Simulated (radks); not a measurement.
# Ge³⁺ in [Ar] 3d10 4s1: an all-electron calculation

An exercise on one series of results from a longer session: the logs are not shown, and one member is left open.

Program: radks (a radial shooting solver on a logarithmic mesh, Libxc functionals) version 1. Level of theory: scalar-relativistic Kohn-Sham, BLYP, spin-polarised, spherical densities, point nucleus; open shells are filled with parallel spins first. These are calculated values, not measurements, unless marked.

### Starting point

| Quantity | Value |
| --- | --- |
| element | germanium (Z = 32) |
| charge | +3 |
| electrons | 29 |
| configuration | [Ar] 3d10 4s1 |

Outer shells as boxes (Hund's rule):

Ge³⁺
```
[Ar] core
3d [↑↓][↑↓][↑↓][↑↓][↑↓]
4s [↑ ]
```

The first run:

Input:

```text
Z 32
configuration [Ar] 3d10 4s1
relativity scalar-relativistic
functional b88,lyp
spin polarised
nucleus point
c 137.035999084
```

Run with:

```console
$ python run_ks.py task.json out
```

All runs below come from this command, one after another.

Among the steps run: Self-consistent calculation.

One table of the session follows, with a row left open; its other results are not shown here.

It belongs to the step «Shells». Sizes of the orbitals, from the radial functions (bohr):

| level | <r> | outermost maximum (interpolated) | 90 % within | nodes |
| --- | --- | --- | --- | --- |
| 1s up | 0.04700 | 0.0307 | 0.0840 | 0 |
| 1s down | 0.04700 | 0.0307 | 0.0840 | 0 |
| 2s up | 0.2100 | 0.176 | 0.325 | 1 |
| 2s down | 0.2100 | 0.176 | 0.325 | 1 |
| 2p up | 0.1837 | 0.141 | 0.300 | 0 |
| 2p down | 0.1837 | 0.141 | 0.300 | 0 |
| 3s up | 0.6243 | 0.542 | 0.934 | 2 |
| 3s down | ? | ? | ? | ? |
| 3p up | 0.6468 | 0.543 | 0.995 | 1 |
| 3p down | 0.6461 | 0.543 | 0.993 | 1 |
| 3d up | 0.7277 | 0.503 | 1.23 | 0 |
| 3d down | 0.7233 | 0.502 | 1.22 | 0 |
| 4s up | 1.842 | 1.62 | 2.69 | 3 |
| 4s down | 1.852 | 1.62 | 2.71 | 3 |

Estimate the missing values for 3s down.

The run gave: <r>: 0.6239; outermost maximum (interpolated): 0.542; 90 % within: 0.933; nodes: 2. In the column «<r>» it lies between 2s down (0.2100) and 3s up (0.6243).
